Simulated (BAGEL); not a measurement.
# HF/def2-SVP (density fitting with qzvpp-jkfit) run of GeH2SClF (SMILES [F][GeH]([SH])[Cl])

What is the vertical ionisation energy of GeH2SClF at HF/def2-SVP (density fitting with qzvpp-jkfit)? 

The calculation is run with BAGEL 1.2.2.

6 further runs of the same task are left out: 3 that didn't finish, 3 set aside as unsound or not needed.

## (1) The molecule

GeH2SClF: 6 atoms, total charge 0, spin state singlet. As SMILES, `[F][GeH]([SH])[Cl]`. The coordinates come from a PBE0-D4/def2-TZVP relaxation. This is one conformer, not always the lowest.

Bond lengths: F1–Ge2 1.729 Å, Ge2–S3 2.189 Å, Ge2–Cl4 2.132 Å, Ge2–H5 1.526 Å, S3–H6 1.344 Å. Angles: F1–Ge2–S3 109.6°, F1–Ge2–Cl4 104.1°, S3–Ge2–Cl4 111.4°, F1–Ge2–H5 108.1°, S3–Ge2–H5 112.0°, Cl4–Ge2–H5 111.3°, Ge2–S3–H6 92.8°.

## (2) A single-point energy at HF/def2-SVP (density fitting with qzvpp-jkfit)

The input, calc.json:

```json
{ "bagel" : [

{
  "title" : "molecule",
  "basis" : "svp",
  "df_basis" : "qzvpp-jkfit",
  "angstrom" : "true",
  "geometry" : [
    { "atom" : "F", "xyz" : [      -1.778500,      -0.396800,       0.303800 ] },
    { "atom" : "Ge", "xyz" : [      -0.267800,      -0.038800,      -0.456900 ] },
    { "atom" : "S", "xyz" : [       0.879200,       1.339200,       0.798800 ] },
    { "atom" : "Cl", "xyz" : [       0.697800,      -1.933500,      -0.613200 ] },
    { "atom" : "H", "xyz" : [      -0.558200,       0.551600,      -1.834200 ] },
    { "atom" : "H", "xyz" : [       1.069500,       0.414300,       1.755600 ] }
  ]
},

{
  "title" : "hf"
},

{
  "title" : "print",
  "file" : "orbitals.molden",
  "orbitals" : "true"
}

]}
```

Command:

```bash
$ BAGEL_NUM_THREADS=1 BAGEL calc.json > calc.out
```

Standard output:

```text
* using 1 threads per process

  ===============================================================
  ===============================================================

  *** Geometry ***

  { "atom" : "F", "xyz" : [     -3.360878,     -0.749843,      0.574099 ] },
  { "atom" : "Ge", "xyz" : [     -0.506069,     -0.073321,     -0.863416 ] },
  { "atom" : "S", "xyz" : [      1.661447,      2.530721,      1.509513 ] },
  { "atom" : "Cl", "xyz" : [      1.318651,     -3.653785,     -1.158780 ] },
  { "atom" : "H", "xyz" : [     -1.054845,      1.042373,     -3.466136 ] },
  { "atom" : "H", "xyz" : [      2.021062,      0.782914,      3.317603 ] },

  Number of auxiliary basis functions:      635

  Since a DF basis is specified, we compute 2- and 3-index integrals:
    o Being stored without compression. Storage requirement is 0.043 GB

  Number of basis functions:       92
  Number of electrons      :       76

    * METHOD: MOLECULE                             0.39

  *** RHF ***

  === Nuclear Repulsion ===
   473.0811174627

      * DIIS with orbital gradients will be used.

  === RHF iteration (svp) ===
      0      -3032.33763306          0.01414062           0.19
      1      -3032.43196021          0.00987065           0.18
      2      -3032.49235514          0.00096966           0.18
      3      -3032.49354589          0.00030885           0.18
      4      -3032.49365915          0.00006707           0.17
      5      -3032.49366736          0.00001698           0.18
      6      -3032.49366792          0.00000436           0.18
      7      -3032.49366795          0.00000106           0.18
      8      -3032.49366796          0.00000047           0.18
      9      -3032.49366796          0.00000018           0.18
     10      -3032.49366796          0.00000005           0.18
     11      -3032.49366796          0.00000002           0.18
     12      -3032.49366796          0.00000001           0.18
    * SCF iteration converged.

    * Permanent dipole moment:
           (   -0.435142,    -0.380354,     0.212567) a.u.

    * METHOD: HF                                   2.70

    * METHOD: PRINT                                0.01

  ===============================================================
```

Wall time 3.3 s (1 thread of Arm Neoverse V2, shared host); peak memory 0.18 GiB.

## (3) The doublet cation at the same level

The input, input.json:

```json
{ "bagel" : [

{
  "title" : "molecule",
  "basis" : "svp",
  "df_basis" : "qzvpp-jkfit",
  "angstrom" : true,
  "geometry" : [
    { "atom" : "F", "xyz" : [      -1.778500,      -0.396800,       0.303800 ] },
    { "atom" : "Ge", "xyz" : [      -0.267800,      -0.038800,      -0.456900 ] },
    { "atom" : "S", "xyz" : [       0.879200,       1.339200,       0.798800 ] },
    { "atom" : "Cl", "xyz" : [       0.697800,      -1.933500,      -0.613200 ] },
    { "atom" : "H", "xyz" : [      -0.558200,       0.551600,      -1.834200 ] },
    { "atom" : "H", "xyz" : [       1.069500,       0.414300,       1.755600 ] }
  ]
},

{
  "title" : "uhf",
  "charge" : 1,
  "nopen" : 1
},

{
  "title" : "print",
  "file" : "orbitals.molden",
  "orbitals" : true
}

]}
```

Command:

```bash
$ BAGEL_NUM_THREADS=1 BAGEL input.json > input.out
```

Standard output:

```text
* using 1 threads per process

  ===============================================================
  ===============================================================

  *** Geometry ***

  { "atom" : "F", "xyz" : [     -3.360878,     -0.749843,      0.574099 ] },
  { "atom" : "Ge", "xyz" : [     -0.506069,     -0.073321,     -0.863416 ] },
  { "atom" : "S", "xyz" : [      1.661447,      2.530721,      1.509513 ] },
  { "atom" : "Cl", "xyz" : [      1.318651,     -3.653785,     -1.158780 ] },
  { "atom" : "H", "xyz" : [     -1.054845,      1.042373,     -3.466136 ] },
  { "atom" : "H", "xyz" : [      2.021062,      0.782914,      3.317603 ] },

  Number of auxiliary basis functions:      635

  Since a DF basis is specified, we compute 2- and 3-index integrals:
    o Being stored without compression. Storage requirement is 0.043 GB

  Number of basis functions:       92
  Number of electrons      :       76

    * METHOD: MOLECULE                             0.37

  *** Open-shell HF ***

  === Nuclear Repulsion ===
   473.0811174627

      * DIIS with orbital gradients will be used.

  === UHF iteration (svp) ===
      0      -3031.92399624          0.03175568           0.36
      1      -3032.05278406          0.02248950           0.35
      2      -3032.09903967          0.01522661           0.34
      3      -3032.13580796          0.00093373           0.35
      4      -3032.13629578          0.00036863           0.35
      5      -3032.13641309          0.00013768           0.35
      6      -3032.13644767          0.00008805           0.36
      7      -3032.13646550          0.00006670           0.35
      8      -3032.13648041          0.00004523           0.36
      9      -3032.13648958          0.00002089           0.37
     10      -3032.13649139          0.00000910           0.37
     11      -3032.13649171          0.00000517           0.38
     12      -3032.13649183          0.00000295           0.39
     13      -3032.13649187          0.00000155           0.38
     14      -3032.13649187          0.00000081           0.39
     15      -3032.13649188          0.00000048           0.38
     16      -3032.13649188          0.00000036           0.39
     17      -3032.13649188          0.00000029           0.39
     18      -3032.13649188          0.00000020           0.36
     19      -3032.13649188          0.00000013           0.36
     20      -3032.13649188          0.00000008           0.37
     21      -3032.13649188          0.00000005           0.37
     22      -3032.13649188          0.00000003           0.38
     23      -3032.13649188          0.00000002           0.39
     24      -3032.13649188          0.00000001           0.37
     25      -3032.13649188          0.00000001           0.37
    * SCF iteration converged.

    * S^2 (UHF) is 0.7606

    * Permanent dipole moment:
           (   -1.524327,    -2.098736,    -0.905983) a.u.

    * METHOD: UHF                                  9.92

    * METHOD: PRINT                                0.01

  ===============================================================
```

Run time: 11 s. Hardware: 1 thread of Arm Neoverse V2, shared host; peak memory 0.18 GiB.

## (4) Outcome

At HF/def2-SVP (density fitting with qzvpp-jkfit):

| quantity | value |
| --- | --- |
| singlet GeH2SClF: total energy | -3032.49367 Eh |
| singlet GeH2SClF: dipole moment | 1.57 D |
| singlet GeH2SClF: HOMO energy | -11.15 eV |
| singlet GeH2SClF: LUMO energy | 3.41 eV |
| singlet GeH2SClF: HOMO–LUMO gap | 14.56 eV |
| doublet cation: total energy | -3032.13649 Eh |
| doublet cation: ⟨S²⟩ | 0.761 |
| vertical ionisation energy (to the doublet cation) | 9.719 eV |

What this shows: Removing an electron at fixed nuclei costs 9.72 eV (224 kcal/mol). −ε(HOMO) before ionisation, 11.15 eV, is 1.43 eV above this ionisation energy.
